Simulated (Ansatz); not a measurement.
# AlCl3F2H2: search for a transition state

Aim: find the saddle point of a ligand exchange through a proton shuttle that is to form Al1–F6, H5–F8, Cl2–H7 and break Al1–Cl2, H5–F6, H7–F8, prove it by its vibrations, and relax downhill on both sides to see what it joins.

Program: Ansatz 0.2.0, Gaussian basis. Level of theory: PBE0-D4, def2-SVP first, then def2-TZVP. These are calculated values, not measurements.

## Step 1: The starting structure

The guess: 8 atoms, charge 0, spin multiplicity 1.

Atoms are counted from 1 here; the program's logs count them from 0.

Bond lengths: Al1–Cl2 2.205 Å, Al1–Cl3 2.036 Å, Al1–Cl4 2.035 Å, Al1–F6 1.903 Å, H5–F6 1.096 Å, H7–F8 1.097 Å. Angles: Cl2–Al1–Cl3 110.5°, Cl2–Al1–Cl4 110.6°, Cl2–Al1–F6 90.7°, Cl3–Al1–Cl4 127.4°, Cl3–Al1–F6 105.3°, Cl4–Al1–F6 105.3°, Al1–F6–H5 123.1°.

Geometry (Å):

| atom | x (Å) | y (Å) | z (Å) |
| --- | --- | --- | --- |
| Al1 | -0.7955 | -0.7216 | -0.6008 |
| Cl2 | 0.5602 | 0.8103 | -1.4232 |
| Cl3 | -0.1146 | -2.5887 | -1.0408 |
| Cl4 | -2.7223 | -0.0672 | -0.6356 |
| H5 | 0.5942 | 0.3891 | 1.3831 |
| F6 | -0.1732 | -0.3617 | 1.1607 |
| H7 | 1.2474 | 1.2778 | 0.0357 |
| F8 | 1.4039 | 1.2619 | 1.1210 |

Distances that are to change: Al1–F6 1.90 Å, H5–F8 1.22 Å, Cl2–H7 1.68 Å, Al1–Cl2 2.20 Å, H5–F6 1.10 Å, H7–F8 1.10 Å.

## Step 2: Constrained relaxation of the guess

File hold/in.yaml:

```yaml
crystal:
  periodic: [false, false, false]
  atoms:
    - {symbol: Al, position_ang: [-0.795500, -0.721600, -0.600800]}
    - {symbol: Cl, position_ang: [0.560200, 0.810300, -1.423200]}
    - {symbol: Cl, position_ang: [-0.114600, -2.588700, -1.040800]}
    - {symbol: Cl, position_ang: [-2.722300, -0.067200, -0.635600]}
    - {symbol: H, position_ang: [0.594200, 0.389100, 1.383100]}
    - {symbol: F, position_ang: [-0.173200, -0.361700, 1.160700]}
    - {symbol: H, position_ang: [1.247400, 1.277800, 0.035700]}
    - {symbol: F, position_ang: [1.403900, 1.261900, 1.121000]}
basis:
  gaussian: {orbitals: def2-SVP}
hamiltonian: {xc: pbe0, dispersion: d4}
relax: {f_tol: 0.04, max_steps: 150, escape_saddle: false, constraints: [{distance: [0, 5]}, {distance: [4, 7]}, {distance: [1, 6]}, {distance: [0, 1]}, {distance: [4, 5]}, {distance: [6, 7]}]}
```

Launch:

```
$ ansatz run in.yaml --threads 8 --pin off --events-out ev --progress --plain --max-ram 19148MiB
```

Output:

```text
Functional definition: PBE0
  name "PBE0"
  cite "Adamo & Barone, J. Chem. Phys. 110, 6158 (1999) doi:10.1063/1.478522"
  cite "Perdew, Burke & Ernzerhof, Phys. Rev. Lett. 77, 3865 (1996) doi:10.1103/PhysRevLett.77.3865"
  parent pbe
  parameter a = 0.25
  parameter kappa = 0.804
  parameter beta = 0.06672455060314922
  exchange = (1 - a)*pbe_x(kappa = kappa, mu = beta*pi^2/3) + a*exact_x
  correlation = pbe_c(beta = beta)
1083 factors; integrals over basis functions are off by at most 3.1e-4 eV
mean field evaluation 1: about -49597.4293 eV, gradient 3.5e1 eV
mean field evaluation 2: about -49596.7793 eV, gradient 4.2e1 eV
mean field evaluation 4: about -49599.4007 eV, gradient 5.3e-1 eV
mean field evaluation 8: about -49599.4199 eV, gradient 4.6e-2 eV
mean field evaluation 16: about -49599.4199 eV, gradient 3.6e-5 eV
mean field -49599.41988905 eV, -1822.7450612283 hartree, gradient 3.6e-5 eV, S^2 0.000000; 0 other end points of the search recorded, 0 dependent functions left out
the calculation of the forces begins
reference -49599.41991526 eV, -1822.7450621915 hartree; 42, 42 occupied and 68, 68 virtual orbitals, 1083 factors
relax step   1: F+E_penalty+E_count = -49599.62706759 eV  Δ(F+E_penalty+E_count) = +0.000e0 eV  max|allowed force component| = 1.031e0 eV/Å  Δτ_max = 0.0000 Å  (26 SCF iters, accepted)
  distance Al 0 - F 5 held at 1.902542 Å   reaction = +1.0330e0 eV/Å
  distance H 4 - F 7 held at 1.219053 Å   reaction = +1.6272e-1 eV/Å
  distance Cl 1 - H 6 held at 1.679044 Å   reaction = -1.9566e-1 eV/Å
  distance Al 0 - Cl 1 held at 2.204763 Å   reaction = +1.0876e-1 eV/Å
  distance H 4 - F 5 held at 1.096387 Å   reaction = +3.5589e-1 eV/Å
  distance H 6 - F 7 held at 1.096641 Å   reaction = +1.1914e0 eV/Å
these checks for a lower state are left out or cut short: starts, cluster_reference, orbital_swaps, neighbouring_geometries, increment
1083 factors; integrals over basis functions are off by at most 3.4e-4 eV
mean field -49599.53468170 eV, -1822.7492797804 hartree, gradient 1.0e-5 eV, S^2 0.000000; 0 other end points of the search recorded, 0 dependent functions left out
the calculation of the forces begins
reference -49599.53470797 eV, -1822.7492807458 hartree; 42, 42 occupied and 68, 68 virtual orbitals, 1083 factors
relax step   2: F+E_penalty+E_count = -49599.73909456 eV  Δ(F+E_penalty+E_count) = -1.120e-1 eV  max|allowed force component| = 3.162e-1 eV/Å  Δτ_max = 0.0772 Å  (28 SCF iters, accepted)
  distance Al 0 - F 5 held at 1.902542 Å   reaction = +6.7326e-1 eV/Å
  distance H 4 - F 7 held at 1.219053 Å   reaction = +2.6965e-1 eV/Å
  distance Cl 1 - H 6 held at 1.679044 Å   reaction = -6.5472e-2 eV/Å
  distance Al 0 - Cl 1 held at 2.204763 Å   reaction = -2.6471e-1 eV/Å
  distance H 4 - F 5 held at 1.096387 Å   reaction = +2.9234e-1 eV/Å
  distance H 6 - F 7 held at 1.096641 Å   reaction = +1.3112e0 eV/Å
these checks for a lower state are left out or cut short: starts, cluster_reference, orbital_swaps, neighbouring_geometries, increment
1083 factors; integrals over basis functions are off by at most 3.4e-4 eV
mean field -49599.54244746 eV, -1822.7495651669 hartree, gradient 8.8e-6 eV, S^2 0.000000; 0 other end points of the search recorded, 0 dependent functions left out
the calculation of the forces begins
reference -49599.54247373 eV, -1822.7495661321 hartree; 42, 42 occupied and 68, 68 virtual orbitals, 1083 factors
relax step   3: F+E_penalty+E_count = -49599.74723732 eV  Δ(F+E_penalty+E_count) = -8.143e-3 eV  max|allowed force component| = 1.740e-1 eV/Å  Δτ_max = 0.0205 Å  (28 SCF iters, accepted)
  distance Al 0 - F 5 held at 1.902542 Å   reaction = +7.2780e-1 eV/Å
  distance H 4 - F 7 held at 1.219053 Å   reaction = +2.8943e-1 eV/Å
  distance Cl 1 - H 6 held at 1.679044 Å   reaction = -5.8279e-2 eV/Å
  distance Al 0 - Cl 1 held at 2.204763 Å   reaction = -2.4415e-1 eV/Å
  distance H 4 - F 5 held at 1.096387 Å   reaction = +3.4094e-1 eV/Å
  distance H 6 - F 7 held at 1.096641 Å   reaction = +1.3435e0 eV/Å
these checks for a lower state are left out or cut short: starts, cluster_reference, orbital_swaps, neighbouring_geometries, increment
1083 factors; integrals over basis functions are off by at most 3.5e-4 eV
mean field evaluation 32: about -49599.5264 eV, gradient 3.2e-3 eV
mean field -49599.54519822 eV, -1822.7496662553 hartree, gradient 8.9e-6 eV, S^2 0.000000; 0 other end points of the search recorded, 0 dependent functions left out
the calculation of the forces begins
reference -49599.54522447 eV, -1822.7496672201 hartree; 42, 42 occupied and 68, 68 virtual orbitals, 1083 factors
relax step   4: F+E_penalty+E_count = -49599.75025137 eV  Δ(F+E_penalty+E_count) = -3.014e-3 eV  max|allowed force component| = 7.205e-3 eV/Å  Δτ_max = 0.0239 Å  (30 SCF iters, accepted)
  distance Al 0 - F 5 held at 1.902542 Å   reaction = +7.7353e-1 eV/Å
  distance H 4 - F 7 held at 1.219053 Å   reaction = +3.1161e-1 eV/Å
  distance Cl 1 - H 6 held at 1.679044 Å   reaction = -5.0478e-2 eV/Å
  distance Al 0 - Cl 1 held at 2.204763 Å   reaction = -2.3967e-1 eV/Å
  distance H 4 - F 5 held at 1.096387 Å   reaction = +3.8594e-1 eV/Å
  distance H 6 - F 7 held at 1.096641 Å   reaction = +1.3812e0 eV/Å
1083 factors; integrals over basis functions are off by at most 3.5e-4 eV
mean field -49599.54519822 eV, -1822.7496662553 hartree, gradient 8.9e-6 eV, S^2 0.000000; 1 other end points of the search recorded, 0 dependent functions left out
the calculation of the forces begins
reference -49599.54522447 eV, -1822.7496672201 hartree; 42, 42 occupied and 68, 68 virtual orbitals, 1083 factors
Total energy: -49599.75027762 eV, -1822.7572027843 hartree
Atom 0 at    -0.747792    -0.678866    -0.564553 Å, force     0.090091    -0.039722     0.827534 eV/Å
Atom 1 at     0.582838     0.838569    -1.452132 Å, force     0.127976     0.155022    -0.143280 eV/Å
Atom 2 at    -0.135177    -2.612578    -1.056735 Å, force     0.000185    -0.004411    -0.000845 eV/Å
Atom 3 at    -2.746989    -0.085226    -0.650749 Å, force    -0.004547     0.000152    -0.000172 eV/Å
Atom 4 at     0.589143     0.391304     1.338437 Å, force    -0.062551    -0.047663    -0.102147 eV/Å
Atom 5 at    -0.180942    -0.381106     1.227008 Å, force     0.039989     0.149079    -0.684020 eV/Å
Atom 6 at     1.230563     1.260543     0.038365 Å, force     0.241300     0.019387     1.409149 eV/Å
Atom 7 at     1.408458     1.267260     1.120459 Å, force    -0.432443    -0.231843    -1.306219 eV/Å
Dipole moment:     0.350531     0.332719     0.179533 e Å
```

It took 5.5 s on 8 threads of Arm Neoverse V2, shared host.

Step by step:

| step | energy from step 1 (eV) | largest force component (eV/Å) |
| --- | --- | --- |
| 1 | 0.0000 | 1.0314 |
| 2 | -0.1120 | 0.3162 |
| 3 | -0.1202 | 0.1740 |
| 4 | -0.1232 | 0.0072 |

Distances of close pairs at the start and the end, largest changes first:

| bond | before (Å) | after (Å) | change (Å) |
| --- | --- | --- | --- |
| Al1–Cl4 | 2.035 | 2.087 | +0.052 |
| Al1–Cl3 | 2.036 | 2.087 | +0.052 |
| Al1–Cl2 | 2.205 | 2.205 | +0.000 |
| H5–F6 | 1.096 | 1.096 | +0.000 |
| Al1–F6 | 1.903 | 1.903 | +0.000 |
| H7–F8 | 1.097 | 1.097 | +0.000 |

## Step 3: A starting Hessian

File hessian/in.yaml:

```yaml
crystal:
  periodic: [false, false, false]
  atoms:
    - {symbol: Al, position_ang: [-0.747792, -0.678866, -0.564553]}
    - {symbol: Cl, position_ang: [0.582838, 0.838569, -1.452132]}
    - {symbol: Cl, position_ang: [-0.135177, -2.612578, -1.056735]}
    - {symbol: Cl, position_ang: [-2.746989, -0.085226, -0.650749]}
    - {symbol: H, position_ang: [0.589143, 0.391304, 1.338437]}
    - {symbol: F, position_ang: [-0.180942, -0.381106, 1.227008]}
    - {symbol: H, position_ang: [1.230563, 1.260543, 0.038365]}
    - {symbol: F, position_ang: [1.408458, 1.267260, 1.120459]}
basis:
  gaussian: {orbitals: def2-SVP}
hamiltonian: {xc: pbe0, dispersion: d4}
phonons: {}
scf: {lower_state_search: off}
```

Launch:

```
$ ansatz run in.yaml --threads 8 --pin off --events-out ev --progress --plain --max-ram 19148MiB
```

Output:

```text
[... 10 set-up lines as earlier in the session ...]
these checks for a lower state are left out or cut short: stability, starts, cluster_reference, orbital_swaps, neighbouring_geometries, increment
1081 factors; integrals over basis functions are off by at most 3.5e-4 eV
mean field evaluation 1: about -49597.5040 eV, gradient 3.5e1 eV
mean field evaluation 2: about -49596.7381 eV, gradient 4.2e1 eV
mean field evaluation 4: about -49599.5257 eV, gradient 5.6e-1 eV
mean field evaluation 8: about -49599.5452 eV, gradient 4.3e-2 eV
mean field evaluation 16: about -49599.5452 eV, gradient 8.2e-6 eV
mean field -49599.54519704 eV, -1822.7496662119 hartree, gradient 8.2e-6 eV, S^2 0.000000; 0 other end points of the search recorded, 0 dependent functions left out
the calculation of the forces begins
reference -49599.54522331 eV, -1822.7496671775 hartree; 42, 42 occupied and 68, 68 virtual orbitals, 1081 factors
[... from here to the last solve, the lines of the solves are left out (47 solves) ...]
1081 factors; integrals over basis functions are off by at most 3.5e-4 eV
mean field -49599.54839696 eV, -1822.7497838070 hartree, gradient 2.9e-6 eV, S^2 0.000000; 0 other end points of the search recorded, 0 dependent functions left out
the calculation of the forces begins
reference -49599.54842324 eV, -1822.7497847726 hartree; 42, 42 occupied and 68, 68 virtual orbitals, 1081 factors
WARN: phonons: modes at or below zero, which the zero-point energy, F, S and C_V leave out: 1, the lowest at -385.49 cm⁻¹. A minimum has none, and a first-order saddle one
Total energy: -49599.75027643 eV, -1822.7572027407 hartree
Atom 0 at    -0.747792    -0.678866    -0.564553 Å, force     0.090093    -0.039704     0.827569 eV/Å
Atom 1 at     0.582838     0.838569    -1.452132 Å, force     0.127949     0.155006    -0.143361 eV/Å
Atom 2 at    -0.135177    -2.612578    -1.056735 Å, force     0.000183    -0.004417    -0.000835 eV/Å
Atom 3 at    -2.746989    -0.085226    -0.650749 Å, force    -0.004539     0.000142    -0.000161 eV/Å
Atom 4 at     0.589143     0.391304     1.338437 Å, force    -0.062567    -0.047665    -0.102215 eV/Å
Atom 5 at    -0.180942    -0.381106     1.227008 Å, force     0.040045     0.149139    -0.684048 eV/Å
Atom 6 at     1.230563     1.260543     0.038365 Å, force     0.241326     0.019414     1.409151 eV/Å
Atom 7 at     1.408458     1.267260     1.120459 Å, force    -0.432490    -0.231914    -1.306100 eV/Å
Dipole moment:     0.350533     0.332719     0.179533 e Å
Vibrations: -385.49 60.62 117.18 120.25 177.26 199.46 221.80 363.82 401.06 535.24 572.50 639.39 929.94 943.20 1130.84 1223.40 1606.86 2104.86 cm⁻¹, zero-point energy 0.703468 eV
Checks for a lower state left out: stability, starts, cluster_reference, orbital_swaps, neighbouring_geometries, increment
```

Wall time 31 s (8 threads of Arm Neoverse V2, shared host).

The structure is not stationary yet, so these wavenumbers are no spectrum; the search needs only the force constants.

## Step 4: Saddle search in the small basis

A small driver takes partitioned rational-function steps: uphill along one mode, downhill along the rest. It calls the program once a step for energy and forces and updates the Hessian by Bofill's formula. It stops when the largest force is under 0.04 eV/Å and the followed curvature is negative. The first step's input:

File presaddle/in.yaml:

```yaml
crystal:
  periodic: [false, false, false]
  atoms:
    - {symbol: Al, position_ang: [-0.747792, -0.678866, -0.564553]}
    - {symbol: Cl, position_ang: [0.582838, 0.838569, -1.452132]}
    - {symbol: Cl, position_ang: [-0.135177, -2.612578, -1.056735]}
    - {symbol: Cl, position_ang: [-2.746989, -0.085226, -0.650749]}
    - {symbol: H, position_ang: [0.589143, 0.391304, 1.338437]}
    - {symbol: F, position_ang: [-0.180942, -0.381106, 1.227008]}
    - {symbol: H, position_ang: [1.230563, 1.260543, 0.038365]}
    - {symbol: F, position_ang: [1.408458, 1.267260, 1.120459]}
basis:
  gaussian: {orbitals: def2-SVP}
hamiltonian: {xc: pbe0, dispersion: d4}
output: {forces: true}
scf: {lower_state_search: off}
```

Launch:

```
$ ansatz run in.yaml --threads 8 --pin off --events-out ev --progress --plain --max-ram 19148MiB
```

Step by step:

| step | energy (eV) | largest force (eV/Å) | followed curvature (eV/Å²) |
| --- | --- | --- | --- |
| 1 | -49599.75023 | 1.4092 | -2.50 |
| 2 | -49599.71922 | 0.9121 | -0.75 |
| 3 | -49599.67352 | 1.3281 | -0.12 |
| 4 | -49599.71606 | 1.1349 | -0.21 |
| 5 | -49599.77354 | 0.4308 | -1.68 |
| 6 | -49599.80574 | 0.2966 | -0.88 |
| 7 | -49599.81605 | 1.2821 | -2.23 |
| 8 | -49599.83590 | 0.4628 | -3.64 |
| 9 | -49599.85767 | 0.2828 | -2.73 |
| 10 | -49599.87508 | 0.1765 | -2.78 |
| 11 | -49599.87891 | 0.0550 | -2.36 |
| 12 | -49599.87970 | 0.1053 | -3.42 |
| 13 | -49599.88001 | 0.1187 | -2.46 |
| 14 | -49599.86181 | 0.8674 | -3.71 |
| 15 | -49599.88031 | 0.0474 | -3.66 |
| 16 | -49599.88023 | 0.0529 | -3.73 |
| 17 | -49599.88044 | 0.0093 | -3.66 |

The 17 steps took 12 s in all (8 threads of Arm Neoverse V2, shared host).

## Step 5: Saddle search in triple zeta

The search itself is an outer loop (partitioned rational-function steps, Bofill update of the Hessian). Each step is one single-point run with forces. It stops when the largest force is under 0.01 eV/Å and the followed curvature is negative. The first step's input:

File saddle/in.yaml:

```yaml
crystal:
  periodic: [false, false, false]
  atoms:
    - {symbol: Al, position_ang: [-0.761646, -0.659044, -0.596864]}
    - {symbol: Cl, position_ang: [0.527790, 0.857906, -1.506413]}
    - {symbol: Cl, position_ang: [-0.125323, -2.610807, -0.995215]}
    - {symbol: Cl, position_ang: [-2.787084, -0.143672, -0.631725]}
    - {symbol: H, position_ang: [0.535344, 0.341463, 1.289460]}
    - {symbol: F, position_ang: [-0.221121, -0.342257, 1.166716]}
    - {symbol: H, position_ang: [1.361333, 1.320268, 0.153671]}
    - {symbol: F, position_ang: [1.470807, 1.236042, 1.120471]}
basis:
  gaussian: {orbitals: def2-TZVP}
hamiltonian: {xc: pbe0, dispersion: d4}
output: {forces: true}
scf: {lower_state_search: off}
```

Launch:

```
$ ansatz run in.yaml --threads 8 --pin off --events-out ev --progress --plain --max-ram 19148MiB
```

Step by step:

| step | energy (eV) | largest force (eV/Å) | followed curvature (eV/Å²) |
| --- | --- | --- | --- |
| 1 | -49621.83198 | 0.1546 | -3.66 |
| 2 | -49621.83492 | 0.1523 | -3.68 |
| 3 | -49621.83675 | 0.0465 | -3.63 |
| 4 | -49621.83611 | 0.1195 | -3.72 |
| 5 | -49621.83711 | 0.0141 | -3.74 |
| 6 | -49621.83715 | 0.0152 | -3.74 |
| 7 | -49621.83716 | 0.0110 | -1.63 |
| 8 | -49621.83716 | 0.0068 | -0.79 |

The 8 steps took 18 s in all (8 threads of Arm Neoverse V2, shared host).

The point found:

```xyz
8
charge 0, multiplicity 1
Al   -0.7536   -0.6492   -0.5959
Cl    0.5264    0.8581   -1.5096
Cl   -0.1298   -2.5966   -0.9907
Cl   -2.7743   -0.1507   -0.6304
H     0.5217    0.3270    1.2933
F    -0.2275   -0.3473    1.1728
H     1.3604    1.3153    0.1468
F     1.4768    1.2432    1.1140
```

Followed mode, largest move set to 1: Cl4 (0.48, 0.68, 0.56); F8 (-0.84, 0.45, 0.06); Cl2 (0.76, -0.50, -0.14); H7 (-0.76, -0.04, -0.49).

## Step 6: Vibrations at the point found

File vib/in.yaml:

```yaml
crystal:
  periodic: [false, false, false]
  atoms:
    - {symbol: Al, position_ang: [-0.753623, -0.649160, -0.595934]}
    - {symbol: Cl, position_ang: [0.526390, 0.858074, -1.509621]}
    - {symbol: Cl, position_ang: [-0.129838, -2.596581, -0.990729]}
    - {symbol: Cl, position_ang: [-2.774279, -0.150708, -0.630425]}
    - {symbol: H, position_ang: [0.521689, 0.327003, 1.293258]}
    - {symbol: F, position_ang: [-0.227474, -0.347257, 1.172764]}
    - {symbol: H, position_ang: [1.360411, 1.315323, 0.146754]}
    - {symbol: F, position_ang: [1.476823, 1.243205, 1.114033]}
basis:
  gaussian: {orbitals: def2-TZVP}
hamiltonian: {xc: pbe0, dispersion: d4}
phonons: {temperatures: {t_min: 298.15, t_max: 900, t_step: 200}}
```

Launch:

```
$ ansatz run in.yaml --threads 8 --pin off --events-out ev --progress --plain --max-ram 19148MiB
```

Output:

```text
[... 10 set-up lines as earlier in the session ...]
1483 factors; their error is unknown
mean field evaluation 1: about -49619.1895 eV, gradient 3.9e1 eV
mean field evaluation 2: about -49618.4861 eV, gradient 4.8e1 eV
mean field evaluation 4: about -49621.4881 eV, gradient 8.8e-1 eV
mean field evaluation 8: about -49621.4894 eV, gradient 2.2e-2 eV
mean field evaluation 16: about -49621.6320 eV, gradient 5.5e-5 eV
mean field -49621.63202814 eV, -1823.5613422839 hartree, gradient 5.5e-5 eV, S^2 0.000000; 0 other end points of the search recorded, 0 dependent functions left out
the calculation of the forces begins
reference -49621.63205740 eV, -1823.5613433591 hartree; 42, 42 occupied and 180, 180 virtual orbitals, 1483 factors
[... from here to the last solve, the lines of the solves are left out (47 solves) ...]
1483 factors; their error is unknown
mean field -49621.63189770 eV, -1823.5613374903 hartree, gradient 1.7e-6 eV, S^2 0.000000; 0 other end points of the search recorded, 0 dependent functions left out
the calculation of the forces begins
reference -49621.63192696 eV, -1823.5613385654 hartree; 42, 42 occupied and 180, 180 virtual orbitals, 1483 factors
Total energy: -49621.83716534 eV, -1823.5688809371 hartree
Atom 0 at    -0.753623    -0.649160    -0.595934 Å, force    -0.000122    -0.000412    -0.001091 eV/Å
Atom 1 at     0.526390     0.858074    -1.509621 Å, force     0.000397    -0.000566     0.000220 eV/Å
Atom 2 at    -0.129838    -2.596581    -0.990729 Å, force    -0.001167    -0.001125     0.000129 eV/Å
Atom 3 at    -2.774279    -0.150708    -0.630425 Å, force     0.000553     0.000789     0.000651 eV/Å
Atom 4 at     0.521689     0.327003     1.293258 Å, force     0.003502     0.002927     0.000645 eV/Å
Atom 5 at    -0.227474    -0.347257     1.172764 Å, force    -0.005033    -0.006834    -0.001242 eV/Å
Atom 6 at     1.360411     1.315323     0.146754 Å, force     0.000473     0.001244     0.001888 eV/Å
Atom 7 at     1.476823     1.243205     1.114033 Å, force     0.001397     0.003976    -0.001199 eV/Å
Dipole moment:     0.382875     0.349430     0.308431 e Å
Vibrations: 17.18 112.98 118.40 162.21 184.46 204.76 243.90 349.81 371.32 506.07 539.36 612.54 658.23 869.27 949.78 1338.60 2415.99 3134.56 cm⁻¹, zero-point energy 0.792843 eV
```

Wall time 1.7 min (8 threads of Arm Neoverse V2, shared host); peak memory 0.76 GiB.

The modes, with what each moves most:

| mode | wavenumber (cm⁻¹) | character |
| --- | --- | --- |
| 1 | 17 | torsion |
| 2 | 113 | bend |
| 3 | 118 | bend |
| 4 | 162 | bend |
| 5 | 184 | bend |
| 6 | 205 | bend |
| 7 | 244 | bend with Al–F stretch |
| 8 | 350 | not assigned (largely outside the bonds, angles and torsions drawn) |
| 9 | 371 | Al–Cl stretch |
| 10 | 506 | not assigned (largely outside the bonds, angles and torsions drawn) |
| 11 | 539 | Al–Cl and Al–F stretch |
| 12 | 613 | Al–Cl stretch |
| 13 | 658 | not assigned (largely outside the bonds, angles and torsions drawn) |
| 14 | 869 | not assigned (largely outside the bonds, angles and torsions drawn) |
| 15 | 950 | not assigned (largely outside the bonds, angles and torsions drawn) |
| 16 | 1339 | not assigned (largely outside the bonds, angles and torsions drawn) |
| 17 | 2416 | F–H stretch |
| 18 | 3135 | F–H stretch |

Vibrational sums (real modes only):

| T (K) | entropy (J/mol/K) | heat capacity (J/mol/K) |
| --- | --- | --- |
| 298 | 110.8 | 91.0 |
| 498 | 163.1 | 111.6 |
| 698 | 202.6 | 122.1 |
| 898 | 234.2 | 128.8 |

Modes under 50 cm⁻¹ weigh heavily in the entropy, and the harmonic picture is poor for them.

## Step 7: What came out

```
                  quantity    value
           imaginary modes        0
         lowest wavenumber  17 cm⁻¹
 Al1–F6 at the point found  1.870 Å
  H5–F8 at the point found  1.336 Å
 Cl2–H7 at the point found  1.910 Å
Al1–Cl2 at the point found  2.178 Å
  H5–F6 at the point found  1.015 Å
  H7–F8 at the point found  0.977 Å
```

In words: A transition state has exactly one imaginary mode. This point has none beyond numerical noise, so it is no saddle.
